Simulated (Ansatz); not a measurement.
# C3H8SSeSi: geometry optimisation in Python

What geometry does C3H8SSeSi take? The task is a geometry optimisation, for C3H8SSeSi. SMILES: [SiH3]SC1CC[Se]1.

Program: the Python package of Ansatz 0.2.0. Level of theory: PBE0+D3(BJ)/def2-SVP. These are calculated values, not measurements.

### 1 The structure

Bond lengths: Si1–S2 2.154 Å, S2–C3 1.827 Å, C3–C4 1.524 Å, C4–C5 1.520 Å, C3–Se6 1.948 Å, C5–Se6 1.944 Å, Si1–H7 1.470 Å, Si1–H8 1.470 Å, Si1–H9 1.470 Å, C3–H10 1.112 Å, C4–H11 1.112 Å, C4–H12 1.112 Å, C5–H13 1.111 Å, C5–H14 1.111 Å. Angles (14 of 26 angles, heavy atoms first): Si1–S2–C3 95.0°, S2–C3–C4 111.9°, S2–C3–Se6 111.0°, C4–C3–Se6 95.7°, C3–C4–C5 96.7°, C4–C5–Se6 96.0°, C3–Se6–C5 71.5°, S2–Si1–H7 109.8°, S2–Si1–H8 109.4°, S2–Si1–H9 109.6°, S2–C3–H10 113.2°, C4–C3–H10 111.5°, Se6–C3–H10 112.3°, C3–C4–H11 113.4°.

No structure file is read: the coordinates are typed or built in the script.

### 2 The code

Contents of opt_c3h8ssesi.py:

```python
"""Geometry optimisation of C3H8SSeSi."""

import ansatz as az
from ase import Atoms
import numpy as np

atoms = Atoms(["Si", "S", "C", "C", "C", "Se", "H", "H", "H", "H", "H", "H", "H", "H"], positions=[
    [2.775, -0.2563, 0.0144],
    [1.0087, -0.3838, 1.2405],
    [-0.1128, 0.3142, -0.0223],
    [-1.5083, 0.5698, 0.5356],
    [-2.2355, -0.4407, -0.3369],
    [-0.6609, -1.049, -1.3009],
    [2.6035, -1.0803, -1.1913],
    [3.9334, -0.7457, 0.7763],
    [3.0041, 1.1429, -0.3754],
    [0.298, 1.219, -0.5207],
    [-1.6051, 0.322, 1.615],
    [-1.8475, 1.6071, 0.324],
    [-2.6854, -1.2621, 0.2603],
    [-2.9671, 0.0429, -1.0185],
])
geometry = az.Crystal.molecule_from_ase(atoms)

job = (
    geometry.calculation()
    .basis(gaussian="def2-SVP")
    .functional("PBE0", dispersion="d3bj")
)
symbols = [site.symbol for site in geometry.cartesian_sites]
start = np.array([site.position_ang for site in geometry.cartesian_sites], dtype=float)
def progress(event):
    if event["event"] == "relax_step":
        row = event["data"]
        print(f"step {row['step']:3d}  E = {row['lagrangian_ev']:.6f} eV  max force {row['allowed_force_max_ev_ang']:.4f} eV/A")


report = job.relax(force_tolerance=0.005).session().plan().execute(on_event=progress).report
end = np.array(report["positions_ang"])

print(f"E = {report['free_energy_ev']:.6f} eV = {report['free_energy_ev'] / 27.211386246:.7f} Ha")
print("converged:", report["converged"], " doubts:", report["published_state_doubts"] or "none")

print("bond        before    after (A)")
for i, j in [(0, 1), (0, 6), (0, 7), (0, 8), (1, 2), (2, 3), (2, 5), (2, 9), (3, 4), (3, 10), (3, 11), (4, 5), (4, 12), (4, 13)]:
    d0, d1 = (np.linalg.norm(xyz[i] - xyz[j]) for xyz in (start, end))
    print(f"{symbols[i]}{i}-{symbols[j]}{j}".ljust(10), f"{d0:8.4f} {d1:8.4f}")
for i, j, k in [(1, 0, 6), (1, 0, 7), (1, 0, 8), (6, 0, 7), (6, 0, 8), (7, 0, 8), (0, 1, 2), (1, 2, 3)]:
    u, v = end[i] - end[j], end[k] - end[j]
    print(f"angle {symbols[i]}{i}-{symbols[j]}{j}-{symbols[k]}{k}: {np.degrees(np.arccos(np.clip(u @ v / np.linalg.norm(u) / np.linalg.norm(v), -1, 1))):.2f} deg")

charges = report["charge_distribution"]
print("dipole moment", round(4.803205 * float(np.linalg.norm(charges["dipole_moment_e_ang"])), 3), "D")
print("Mulliken:", [(s, round(q, 3)) for s, q in zip(symbols, charges["mulliken_charges_e"])])
```

### 3 The input behind the calls

The engine receives this input:

```yaml
crystal:
  periodic: [false, false, false]
  atoms:
    - { symbol: Si, position_ang: [2.775, -0.2563, 0.0144] }
    - { symbol: S, position_ang: [1.0087, -0.3838, 1.2405] }
    - { symbol: C, position_ang: [-0.1128, 0.3142, -0.0223] }
    - { symbol: C, position_ang: [-1.5083, 0.5698, 0.5356] }
    - { symbol: C, position_ang: [-2.2355, -0.4407, -0.3369] }
    - { symbol: Se, position_ang: [-0.6609, -1.049, -1.3009] }
    - { symbol: H, position_ang: [2.6035, -1.0803, -1.1913] }
    - { symbol: H, position_ang: [3.9334, -0.7457, 0.7763] }
    - { symbol: H, position_ang: [3.0041, 1.1429, -0.3754] }
    - { symbol: H, position_ang: [0.298, 1.219, -0.5207] }
    - { symbol: H, position_ang: [-1.6051, 0.322, 1.615] }
    - { symbol: H, position_ang: [-1.8475, 1.6071, 0.324] }
    - { symbol: H, position_ang: [-2.6854, -1.2621, 0.2603] }
    - { symbol: H, position_ang: [-2.9671, 0.0429, -1.0185] }
basis:
  gaussian:
    orbitals: def2-SVP
hamiltonian:
  xc: pbe0
  dispersion: d3bj
relax:
  f_tol: 0.005
```

### 4 Running it

The run is started by

```
python opt_c3h8ssesi.py
```

Log:

```text
step   1  E = -87269.183418 eV  max force 1.5323 eV/A
step   2  E = -87269.367082 eV  max force 0.3263 eV/A
step   3  E = -87269.389923 eV  max force 0.1909 eV/A
step   4  E = -87269.393079 eV  max force 0.1358 eV/A
step   5  E = -87269.395827 eV  max force 0.0744 eV/A
step   6  E = -87269.397296 eV  max force 0.0618 eV/A
step   7  E = -87269.399677 eV  max force 0.0948 eV/A
step   8  E = -87269.400246 eV  max force 0.0308 eV/A
step   9  E = -87269.400514 eV  max force 0.0051 eV/A
step  10  E = -87269.400517 eV  max force 0.0120 eV/A
step  11  E = -87269.400578 eV  max force 0.0054 eV/A
step  12  E = -87269.400902 eV  max force 0.0210 eV/A
step  13  E = -87269.401616 eV  max force 0.0266 eV/A
step  14  E = -87269.395082 eV  max force 0.3574 eV/A
step  15  E = -87269.404126 eV  max force 0.0693 eV/A
step  16  E = -87269.408298 eV  max force 0.2009 eV/A
step  17  E = -87269.410058 eV  max force 0.3654 eV/A
step  18  E = -87269.417729 eV  max force 0.2813 eV/A
step  19  E = -87269.407979 eV  max force 0.5047 eV/A
step  20  E = -87269.429330 eV  max force 0.0937 eV/A
step  21  E = -87269.433311 eV  max force 0.0315 eV/A
step  22  E = -87269.434682 eV  max force 0.0742 eV/A
step  23  E = -87269.435223 eV  max force 0.0278 eV/A
step  24  E = -87269.434878 eV  max force 0.0610 eV/A
step  25  E = -87269.435328 eV  max force 0.0050 eV/A
step  26  E = -87269.435392 eV  max force 0.0072 eV/A
step  27  E = -87269.435397 eV  max force 0.0146 eV/A
step  28  E = -87269.435439 eV  max force 0.0050 eV/A
step  29  E = -87269.435445 eV  max force 0.0021 eV/A
E = -87269.435476 eV = -3207.0926004 Ha
converged: True  doubts: none
bond        before    after (A)
Si0-S1       2.1539   2.1419
Si0-H6       1.4704   1.4938
Si0-H7       1.4703   1.4900
Si0-H8       1.4704   1.4956
S1-C2        1.8275   1.8232
C2-C3        1.5245   1.5368
C2-Se5       1.9477   1.9895
C2-H9        1.1117   1.0985
C3-C4        1.5203   1.5289
C3-H10       1.1117   1.1028
C3-H11       1.1117   1.1003
C4-Se5       1.9439   1.9746
C4-H12       1.1107   1.0986
C4-H13       1.1107   1.0977
angle S1-Si0-H6: 110.54 deg
angle S1-Si0-H7: 105.92 deg
angle S1-Si0-H8: 110.83 deg
angle H6-Si0-H7: 110.83 deg
angle H6-Si0-H8: 108.63 deg
angle H7-Si0-H8: 110.09 deg
angle Si0-S1-C2: 99.42 deg
angle S1-C2-C3: 110.51 deg
dipole moment 1.158 D
Mulliken: [('Si', 0.355), ('S', -0.194), ('C', -0.325), ('C', 0.016), ('C', -0.143), ('Se', 0.012), ('H', -0.045), ('H', -0.049), ('H', -0.062), ('H', 0.118), ('H', 0.066), ('H', 0.069), ('H', 0.093), ('H', 0.087)]
```

Run time: 4.6 min. Hardware: 1 thread of Intel Xeon Platinum 8488C (Sapphire Rapids), shared host; peak memory 0.54 GiB.

Lines on the test bed's own set-up are left out of the output.

### 5 The run's own record

From the engine's report, whether the script printed it or not:

```
             item         value
SCF cycles in all           195
         orbitals           150
total energy (eV)  -87269.43548
```

### 6 How the relaxation went

Relaxation path:

```csv
step,energy from step 1 (eV),largest force component (eV/Å)
1,0.0000,1.5323
2,-0.1837,0.3263
3,-0.2065,0.1909
4,-0.2097,0.1358
5,-0.2124,0.0744
6,-0.2139,0.0618
7,-0.2163,0.0948
8,-0.2168,0.0308
9,-0.2171,0.0051
10,-0.2171,0.0120
11,-0.2172,0.0053
12,-0.2175,0.0210
13,-0.2182,0.0266
14,-0.2117,0.3574
15,-0.2207,0.0693
16,-0.2249,0.2009
17,-0.2266,0.3654
18,-0.2343,0.2813
19,-0.2246,0.5047
20,-0.2459,0.0937
21,-0.2499,0.0315
22,-0.2513,0.0742
23,-0.2518,0.0278
24,-0.2515,0.0610
25,-0.2519,0.0050
26,-0.2520,0.0072
27,-0.2520,0.0146
28,-0.2520,0.0050
29,-0.2520,0.0021
```

Step 1 is the start. Steps 14, 19, 24 were tried and not accepted.

Before: Bond lengths: Si1–S2 2.154 Å, S2–C3 1.827 Å, C3–C4 1.524 Å, C4–C5 1.520 Å, C3–Se6 1.948 Å, C5–Se6 1.944 Å, Si1–H7 1.470 Å, Si1–H8 1.470 Å, Si1–H9 1.470 Å, C3–H10 1.112 Å, C4–H11 1.112 Å, C4–H12 1.112 Å, C5–H13 1.111 Å, C5–H14 1.111 Å. Angles (14 of 26 angles, heavy atoms first): Si1–S2–C3 95.0°, S2–C3–C4 111.9°, S2–C3–Se6 111.0°, C4–C3–Se6 95.7°, C3–C4–C5 96.7°, C4–C5–Se6 96.0°, C3–Se6–C5 71.5°, S2–Si1–H7 109.8°, S2–Si1–H8 109.4°, S2–Si1–H9 109.6°, S2–C3–H10 113.2°, C4–C3–H10 111.5°, Se6–C3–H10 112.3°, C3–C4–H11 113.4°.

After: Bond lengths: Si1–S2 2.142 Å, S2–C3 1.823 Å, C3–C4 1.537 Å, C4–C5 1.529 Å, C3–Se6 1.990 Å, C5–Se6 1.975 Å, Si1–H7 1.494 Å, Si1–H8 1.490 Å, Si1–H9 1.496 Å, C3–H10 1.099 Å, C4–H11 1.103 Å, C4–H12 1.100 Å, C5–H13 1.099 Å, C5–H14 1.098 Å. Angles (14 of 26 angles, heavy atoms first): Si1–S2–C3 99.4°, S2–C3–C4 110.5°, S2–C3–Se6 116.0°, C4–C3–Se6 90.6°, C3–C4–C5 99.2°, C4–C5–Se6 91.4°, C3–Se6–C5 72.2°, S2–Si1–H7 110.5°, S2–Si1–H8 105.9°, S2–Si1–H9 110.8°, S2–C3–H10 109.8°, C4–C3–H10 115.8°, Se6–C3–H10 113.2°, C3–C4–H11 114.3°.

### 7 What came out

| quantity | value |
| --- | --- |
| total energy | -87269.4355 eV |
| dipole moment | 1.16 D |
| moves of the relaxation | 25 |
| energy gained | 0.252 eV |
| last largest force component | 0.0021 eV/Å |

What this shows: The relaxation took 25 moves; the largest shift is 0.680 Å, of atom 13 (H). The end point is the stationary point reached from this start; no frequency run checks that it is a minimum, and the basis set is modest.
